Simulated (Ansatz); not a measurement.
# Alloy of GaN and AlN (24 of 32 Ga sites exchanged), 64 atoms

Wanted: the relaxed alloy cell and its gap (PBEsol and HSE06).

Program: Ansatz 0.2.0, PAW, plane waves. These are calculated values, not measurements.

**1. Starting point**

64 atoms (24 Al, 8 Ga, 32 N); a = 8.816 Å, b = 8.816 Å, c = 8.816 Å, α = 90.00°, β = 90.00°, γ = 90.00°. All atoms were shaken off their sites by about 0.02 Å along each axis.

Steps to follow: (2) PBEsol cell relaxation at the single k point (¼, ¼, ¼), on 1 × NVIDIA GB300 Max-Q with 8 threads of Arm Neoverse-V2; (3) HSE06 single point at the single k point (¼, ¼, ¼), on 1 × NVIDIA GB300 Max-Q with 8 threads of Arm Neoverse-V2.

**2. PBEsol relaxation of the cell and the positions**

in.yaml

```yaml
crystal:
  lattice:
    - [8.815643, 0.000000, 0.000000]
    - [0.000000, 8.815643, 0.000000]
    - [0.000000, 0.000000, 8.815643]
  atoms:
    - { symbol: Al, position: [0.999390, 0.999422, 0.999382] }
    - { symbol: Al, position: [0.005192, 0.000912, 0.499905] }
    - { symbol: Al, position: [0.999848, 0.499303, 0.998320] }
    - { symbol: Al, position: [0.998201, 0.502578, 0.499488] }
    - { symbol: Al, position: [0.497457, 0.002190, 0.997104] }
    - { symbol: Al, position: [0.497085, 0.000225, 0.502426] }
    - { symbol: Al, position: [0.251922, 0.247253, 0.002656] }
    - { symbol: Al, position: [0.251014, 0.749408, 0.999109] }
    - { symbol: Al, position: [0.746573, 0.253218, 0.001174] }
    - { symbol: Al, position: [0.748602, 0.248488, 0.500791] }
    - { symbol: Al, position: [0.753966, 0.752847, 0.999198] }
    - { symbol: Al, position: [0.750005, 0.748950, 0.500084] }
    - { symbol: Al, position: [0.249504, 0.500029, 0.247565] }
    - { symbol: Al, position: [0.253033, 0.497869, 0.748989] }
    - { symbol: Al, position: [0.749507, 0.999695, 0.251406] }
    - { symbol: Al, position: [0.749316, 0.999777, 0.752055] }
    - { symbol: Al, position: [0.748152, 0.503120, 0.251008] }
    - { symbol: Al, position: [0.749286, 0.498080, 0.746777] }
    - { symbol: Al, position: [0.004480, 0.248164, 0.750053] }
    - { symbol: Al, position: [0.997702, 0.748041, 0.753288] }
    - { symbol: Al, position: [0.499871, 0.251263, 0.253656] }
    - { symbol: Al, position: [0.501061, 0.251931, 0.744463] }
    - { symbol: Al, position: [0.499239, 0.751835, 0.250109] }
    - { symbol: Al, position: [0.502080, 0.747479, 0.752456] }
    - { symbol: Ga, position: [0.505904, 0.498897, 0.998682] }
    - { symbol: Ga, position: [0.501074, 0.500866, 0.495273] }
    - { symbol: Ga, position: [0.248603, 0.247920, 0.496932] }
    - { symbol: Ga, position: [0.250180, 0.746856, 0.500988] }
    - { symbol: Ga, position: [0.252371, 0.000295, 0.248930] }
    - { symbol: Ga, position: [0.251107, 0.997225, 0.753239] }
    - { symbol: Ga, position: [0.000254, 0.249382, 0.249108] }
    - { symbol: Ga, position: [0.997016, 0.748698, 0.247590] }
    - { symbol: N, position: [0.125470, 0.123230, 0.123793] }
    - { symbol: N, position: [0.125703, 0.127900, 0.621491] }
    - { symbol: N, position: [0.122490, 0.623546, 0.125480] }
    - { symbol: N, position: [0.119149, 0.623514, 0.628183] }
    - { symbol: N, position: [0.624946, 0.130744, 0.123499] }
    - { symbol: N, position: [0.624097, 0.125866, 0.626810] }
    - { symbol: N, position: [0.625581, 0.622576, 0.122044] }
    - { symbol: N, position: [0.624230, 0.623081, 0.626827] }
    - { symbol: N, position: [0.375670, 0.376610, 0.128809] }
    - { symbol: N, position: [0.374941, 0.380944, 0.619768] }
    - { symbol: N, position: [0.376683, 0.874426, 0.123573] }
    - { symbol: N, position: [0.378247, 0.873278, 0.626734] }
    - { symbol: N, position: [0.873435, 0.372681, 0.128621] }
    - { symbol: N, position: [0.874093, 0.375730, 0.625081] }
    - { symbol: N, position: [0.877998, 0.876459, 0.127321] }
    - { symbol: N, position: [0.877223, 0.876470, 0.628257] }
    - { symbol: N, position: [0.376465, 0.122943, 0.375068] }
    - { symbol: N, position: [0.371642, 0.129419, 0.876662] }
    - { symbol: N, position: [0.373489, 0.621604, 0.374196] }
    - { symbol: N, position: [0.378080, 0.625999, 0.879407] }
    - { symbol: N, position: [0.873529, 0.127111, 0.375664] }
    - { symbol: N, position: [0.873182, 0.126129, 0.877333] }
    - { symbol: N, position: [0.872885, 0.630177, 0.373087] }
    - { symbol: N, position: [0.872014, 0.624650, 0.873849] }
    - { symbol: N, position: [0.124763, 0.375234, 0.377090] }
    - { symbol: N, position: [0.126324, 0.373262, 0.873773] }
    - { symbol: N, position: [0.126199, 0.873663, 0.373979] }
    - { symbol: N, position: [0.126593, 0.875938, 0.875098] }
    - { symbol: N, position: [0.619280, 0.374148, 0.373690] }
    - { symbol: N, position: [0.625819, 0.371985, 0.871662] }
    - { symbol: N, position: [0.622033, 0.874315, 0.380293] }
    - { symbol: N, position: [0.622420, 0.876772, 0.871429] }
  symmetry: { detect: false }
kpoints:
  mp_grid: { grid: [1, 1, 1], shift: [0.25, 0.25, 0.25] }
hamiltonian:
  xc: pbesol
scf:
  occupations: { method: fermi_dirac, width: 0.01 }
relax:
  f_tol: 0.03
  max_steps: 80
  escape_saddle: false
  adjacent_minimum: "off"
  cell: { fix: [shape] }
output:
  forces: true
  eigenvalues: true
  populations: true
```

Launch:

```
ansatz run in.yaml --threads 8 --pin off --max-ram 118750MiB --runs-dir r --events-out ev --progress --plain --backend cuda --devices 0,
```

Further steps of the session: HSE06 single point.

What does the calculation give? Wanted: for each run, top filled to lowest empty.

As calculated:

| level | time | top filled to lowest empty (eV) |
| --- | --- | --- |
| PBEsol, relaxation | 5 s (GPU) | 4.11 |
| HSE06 | 15 s (GPU) | 5.48 |

| quantity | value |
| --- | --- |
| relaxation | 5 recorded steps, 1.31 eV gained |
| largest shift | 0.12 Å (N42) |
| relaxed cell | a = 8.814 Å, b = 8.814 Å, c = 8.814 Å, α = 90.00°, β = 90.00°, γ = 90.00° |
| mean bonds | Al–N 1.895, Ga–N 1.949 Å |

**Reading.** The relaxation lowers the energy by 1.31 eV; the largest shift is 0.12 Å (N42), while the volume changes by -0.0 %. The mean lengths of the listed bonds run from Al–N 1.90 Å to Ga–N 1.95 Å. At the same k points, PBEsol gives a spacing 1.37 eV smaller than the 5.48 eV of HSE06. With one k point the spacing samples only the states that fold onto it, so it can exceed the gap over the zone.
